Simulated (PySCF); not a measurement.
**AsO: bond curves at several levels of theory**

Aim: find the lowest electronic state of AsO, scan its bond at several levels of theory, and get bond length, wavenumber and dissociation energy from each curve.

The runs use PySCF 2.14.0; As cc-pVDZ-PP with ECP10, O cc-pVDZ, scalar-relativistic core potentials.

## Step 1: Set-up

Settings of the job:

| Item | Value |
| --- | --- |
| atoms | As, O |
| charge | 0 |
| basis | As cc-pVDZ-PP with ECP10, O cc-pVDZ |
| Hamiltonian | scalar-relativistic core potentials |
| basis functions | 37 |
| electrons treated | 31 |
| masses in u | 74.9216, 15.9949 |
| levels | PBE0, PBE, r²SCAN, B2PLYP, BHandHLYP, B3LYP, HF, MP2, SCS-MP2, CCSD, CCSD(T) |
| grid | 80 radial by 434 angular points |
| occupations | held fixed by the projection of orbital angular momentum |
| dissociation limit | As + O, each in its ground configuration |
| starting distance in angstrom | 1.775 |
| values of 2S to try | 1, 3, 5 |

Further steps of the session: First curve: PBE0; Higher solutions at PBE0; PBE; r²SCAN; B2PLYP (double hybrid); BHandHLYP (global hybrid GGA); B3LYP (global hybrid GGA); UHF (mean field); MP2 and coupled cluster.

Q: Predict the outcome of this session. Wanted: for each run, Re; ωe; De; μ.

The runs gave:

Lowest PBE0 solution found, without spin–orbit coupling: ²Π (doublet), unpaired electrons π ↑. State 2 has its PBE0 minimum 2.09 eV higher. The other levels ran on the lowest alone.

```tsv
level	Re (Å)	ωe (cm⁻¹)	De (eV)	μ (D)
PBE	1.664	919	5.16	-2.38
r²SCAN	1.644	965	4.55	-2.49
B3LYP	1.645	966	4.59	-2.61
PBE0	1.633	1001	4.28	-2.64
BHandHLYP	1.616	1048	3.59	-2.89
```

De is counted to As + O in their ground configurations. A positive dipole means As(−)O(+). No constants: UHF (the points don't follow one smooth fit); UHF-MP2 (the points don't follow one smooth fit); UHF-SCS-MP2 (the points don't follow one smooth fit); UHF-CCSD (the points don't follow one smooth fit); UHF-CCSD(T) (the points don't follow one smooth fit); B2PLYP (the points don't follow one smooth fit).

What this shows: The methods spread over 0.048 Å in bond length, from BHandHLYP to PBE. Among the levels with a De in the table, it runs from 3.59 eV (BHandHLYP) to 5.16 eV (PBE).

Correlated steps freeze 5 core orbitals. B2PLYP dipoles, levels and charges come from its SCF part alone.
